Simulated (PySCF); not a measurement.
# C2H5BF3−: geometry, NMR shifts, spin-spin couplings and electronic excitations, part 2 of 2

PySCF 2.14.0. Atoms count from 0. Earlier steps stand in the parts before.

### Step 5. Excited states and response: PBE0/def2-SVPD

Job settings and geometry (Å):

```
{"job": {"kind": "uv", "xc": "PBE0", "basis": "def2-SVPD", "ip": true}, "charge": -1, "multiplicity": 1}
B     -1.298869     0.518432     0.415124
C     -0.111122    -0.598911     0.138835
C      1.266332    -0.077441    -0.056114
F      1.388167     0.760045    -1.103773
F      2.187549    -1.065567    -0.297892
F      1.753562     0.582358     1.012465
H     -1.054695     1.169904     1.448102
H     -1.403623     1.293925    -0.553568
H     -2.375998    -0.094966     0.565028
H     -0.039566    -1.315246     0.976819
H     -0.332020    -1.195988    -0.764029
```

Method: TDDFT PBE0/def2-SVPD, vertical, gas phase, core orbitals frozen in the response.

The log of the run:

```text
coarse grid: 9616 points
cycle   1  E = -402.7344934418  dE =  5.390e-01  |g| = 8.829e-01  |ddm| = 3.684e+00
cycle   2  E = -402.6387265443  dE =  9.577e-02  |g| = 1.190e+00  |ddm| = 2.612e+00
cycle   3  E = -402.9053171748  dE = -2.666e-01  |g| = 7.083e-02  |ddm| = 1.438e+00
cycle   4  E = -402.9063082886  dE = -9.911e-04  |g| = 3.689e-02  |ddm| = 1.795e-01
cycle   5  E = -402.9066397799  dE = -3.315e-04  |g| = 5.613e-03  |ddm| = 6.529e-02
cycle   6  E = -402.9066474889  dE = -7.709e-06  |g| = 1.697e-03  |ddm| = 1.172e-02
final grid: 95296 points
cycle   7  E = -402.9614874983  dE = -3.123e-05  |g| = 7.841e-03  |ddm| = 1.001e-01
cycle   8  E = -402.9614770883  dE =  1.041e-05  |g| = 1.091e-02  |ddm| = 1.877e-02
cycle   9  E = -402.9615003936  dE = -2.331e-05  |g| = 4.507e-04  |ddm| = 1.078e-02
cycle  10  E = -402.9615004292  dE = -3.565e-08  |g| = 2.044e-04  |ddm| = 8.421e-04
cycle  11  E = -402.9615004381  dE = -8.893e-09  |g| = 2.688e-05  |ddm| = 2.668e-04
cycle  12  E = -402.9615004383  dE = -1.530e-10  |g| = 7.901e-06  |ddm| = 6.103e-05
converged SCF energy = -402.9615004383

Static polarisability (au): isotropic 58.129, principal 54.765 56.070 63.551

Singlet excitations
state   eV       nm        f      main configurations
  1   5.9116    209.7   0.02556   H->L 0.94
  2   6.0127    206.2   0.04348   H-1->L 0.92
  3   6.5489    189.3   0.02800   H->L+1 0.92
  4   6.6736    185.8   0.03101   H-1->L+1 0.90
  5   6.7654    183.3   0.00402   H-2->L 0.97
  6   7.1511    173.4   0.01482   H->L+2 0.96
  7   7.2652    170.7   0.00534   H-1->L+2 0.93
  8   7.3837    167.9   0.13649   H-2->L+1 0.97
  9   7.5680    163.8   0.01915   H->L+3 0.96
 10   7.6807    161.4   0.01322   H-1->L+3 0.89

Triplet excitations (Tamm-Dancoff, eV): 5.7714 5.8425 6.4605 6.5200
Vertical ionisation energy (delta-SCF) = 4.8351 eV
```

Run time: 92 s. Hardware: 1 thread, shared host.

Frontier orbitals and where they lie:

```
orbital     eV                       atoms
 HOMO−3  -6.29   C1 28 %, F3 18 %, F5 18 %
 HOMO−2  -3.32    C1 34 %, B0 32 %, H8 8 %
 HOMO−1  -2.58   B0 40 %, H8 27 %, H6 10 %
   HOMO  -2.47   B0 40 %, H7 22 %, H6 22 %
   LUMO   4.44   B0 36 %, C2 12 %, F4 10 %
 LUMO+1   5.01   B0 35 %, F4 20 %, C2 10 %
 LUMO+2   5.66  H10 15 %, H9 15 %, F3 15 %
```

With each of the 10 states as a Gaussian band of 0.4 eV half-width at 1/e, the curve within the window shown has maxima at 205 nm (ε 3,000), 167 nm (ε 7,200) L/(mol cm). Beyond the last state computed it falls off for lack of states. The curve at chosen wavelengths:

(nm, ε (L/mol/cm)): (155, 1185), (158, 2631), (161, 4572), (164, 6337), (167, 7157), (171, 6425), (174, 5149), (177, 4003), (180, 3327), (183, 3063), (186, 2981), (189, 2910), (192, 2827), (196, 2795), (199, 2871), (202, 2977), (205, 3019), (208, 2915), (211, 2645), (214, 2243), (217, 1779), (221, 1183), (224, 812), (227, 528), (230, 327), (233, 193)

Ground-state properties from the same run:

```
           property  computed
polarisability (Å³)      8.61
 HOMO–LUMO gap (eV)      6.91
      −ε(HOMO) (eV)      2.47
```

### Step 6. Shielding tensors: wB97X-D/pcSseg-2

Same as in step 5 but for these lines:

```diff
@@ -1,2 +1,2 @@
-{"job": {"kind": "uv", "xc": "PBE0", "basis": "def2-SVPD", "ip": true}, "charge": -1, "multiplicity": 1}
+{"job": {"kind": "nmr", "xc": "wB97X-D", "basis": "pcSseg-2", "pop": false}, "charge": -1, "multiplicity": 1}
 B     -1.298869     0.518432     0.415124
```

Method: GIAO wB97X-D/pcSseg-2 NMR shielding, non-relativistic, gas phase.

The log of the run:

```text
coarse grid: 9616 points
cycle   1  E = -403.5226833581  dE =  6.668e-01  |g| = 1.000e+00  |ddm| = 2.062e+00
cycle   2  E = -403.5286015575  dE = -5.918e-03  |g| = 1.116e+00  |ddm| = 9.506e-01
cycle   3  E = -403.7075892041  dE = -1.790e-01  |g| = 6.983e-02  |ddm| = 4.127e-01
cycle   4  E = -403.7086305018  dE = -1.041e-03  |g| = 3.037e-02  |ddm| = 6.319e-02
cycle   5  E = -403.7088506947  dE = -2.202e-04  |g| = 5.459e-03  |ddm| = 3.145e-02
cycle   6  E = -403.7088593356  dE = -8.641e-06  |g| = 1.684e-03  |ddm| = 8.558e-03
final grid: 95296 points
cycle   7  E = -403.7110107407  dE = -2.220e-04  |g| = 1.299e-02  |ddm| = 5.047e-02
cycle   8  E = -403.7110116991  dE = -9.584e-07  |g| = 1.329e-02  |ddm| = 1.184e-02
cycle   9  E = -403.7110347589  dE = -2.306e-05  |g| = 9.317e-04  |ddm| = 4.767e-03
cycle  10  E = -403.7110349224  dE = -1.636e-07  |g| = 3.862e-04  |ddm| = 9.820e-04
cycle  11  E = -403.7110349535  dE = -3.106e-08  |g| = 4.975e-05  |ddm| = 4.962e-04
cycle  12  E = -403.7110349543  dE = -8.255e-10  |g| = 2.610e-05  |ddm| = 1.194e-04
converged SCF energy = -403.7110349543

GIAO shielding tensors (ppm)
atom      isotropic    diamagn.    paramagn.     s11        s22        s33       span
  0 B      140.123     180.777     -40.654    133.712    134.844    151.811     18.099
  1 C      155.849     244.268     -88.419    137.296    152.622    177.628     40.331
  2 C       37.265     238.308    -201.043     16.856     32.733     62.206     45.350
  3 F      258.535     470.032    -211.497    161.952    268.055    345.599    183.647
  4 F      234.709     469.620    -234.911    133.101    212.489    358.537    225.436
  5 F      258.491     469.061    -210.570    162.004    266.974    346.496    184.492
  6 H       30.619      29.113       1.507     28.179     29.653     34.027      5.848
  7 H       30.621      29.130       1.491     28.180     29.652     34.032      5.852
  8 H       30.764      29.088       1.676     28.437     29.421     34.434      5.997
  9 H       30.479      30.763      -0.284     26.560     30.293     34.585      8.024
 10 H       30.480      31.093      -0.613     26.559     30.295     34.587      8.028
```

Wall time 48 s (1 thread, shared host).

In short: δ C2 147.2, C1 28.6, B0 -40.2, F3 -64.2, H9 0.88, H6 0.69 ppm (means over like atoms).

### Step 7. Comparing the runs: NMR shifts

Shifts (ppm), means over like atoms, with basis size and wall time:

```
             run     C2    C1    H9    H6     B0     F3  functions  time
   PBE0/pcSseg-1  141.9  27.8  0.85  0.66  -40.2  -76.3        127  12 s
wB97X-D/pcSseg-2  147.2  28.6  0.88  0.69  -40.2  -64.2        286  48 s
```

### Step 8. Summary of results

This closing draws on all 2 parts.

```
                                                                 quantity                        value
                                                              point group                           Cs
                                     rotational constants (main isotopes)         5.22, 2.62, 2.60 GHz
                                   13C shifts against TMS (PBE0/pcSseg-1)              141.9, 27.8 ppm
   1H shifts against TMS (PBE0/pcSseg-1, means over atoms taken as alike)               0.85, 0.66 ppm
                              11B shifts against BF3·OEt2 (PBE0/pcSseg-1)                    -40.2 ppm
19F shifts against CFCl3 (PBE0/pcSseg-1, means over atoms taken as alike)                    -76.3 ppm
                              largest coupling of the table (B3LYP/pcJ-1)     1J(C,F) C2–F3, -337.4 Hz
                                          lowest singlet (PBE0/def2-SVPD)  5.91 eV (210 nm), f = 0.026
                                 brightest single state of those computed  state 8, 7.38 eV, f = 0.136
                                                           lowest triplet                      5.77 eV
                                        vertical ionisation energy (ΔSCF)                      4.84 eV
                                                 range of the shift of F3           -76.3 to -64.2 ppm
```

**Reading.** The optimisation took 5 steps and gained 0.077 eV; among the close pairs (by a distance rule), B0–H6 changed most, from 1.212 to 1.245 Å. No frequency check was run at this level, so the end point may be a saddle. At PBE0/pcSseg-1: Shielding is most anisotropic at F3, F4, F5 (span 193 ppm, paramagnetic term -221 ppm). Of the pairs tabulated at B3LYP/pcJ-1, C2–F3 (mean over like pairs) couples most strongly (-337.4 Hz; Fermi contact -317.3 Hz). Density functionals describe couplings to fluorine poorly, F–F couplings above all, so those rows are rough. The lowest singlet, at 5.91 eV, is HOMO→LUMO 0.94 and is weak; of the 10 states computed, the strongest absorption comes from state 8 at 7.38 eV. The lowest triplet lies 0.14 eV below the lowest singlet (triplets in Tamm-Dancoff, singlets in full TDDFT). In the gas-phase run even the lowest singlet lies above the computed detachment energy of this anion, so its states are not to be taken as bound. At PBE0/def2-SVPD, all states lie near or above the ionisation energy, where they hang on the basis. ΔSCF puts the ionisation energy at 4.84 eV, 2.36 eV above −ε(HOMO). Across the 2 runs the shift of F3 (with its like atoms) moves most, between -76.3 (PBE0/pcSseg-1) and -64.2 ppm (wB97X-D/pcSseg-2). Most of that comes from the computed reference, not from the atom's own shielding.
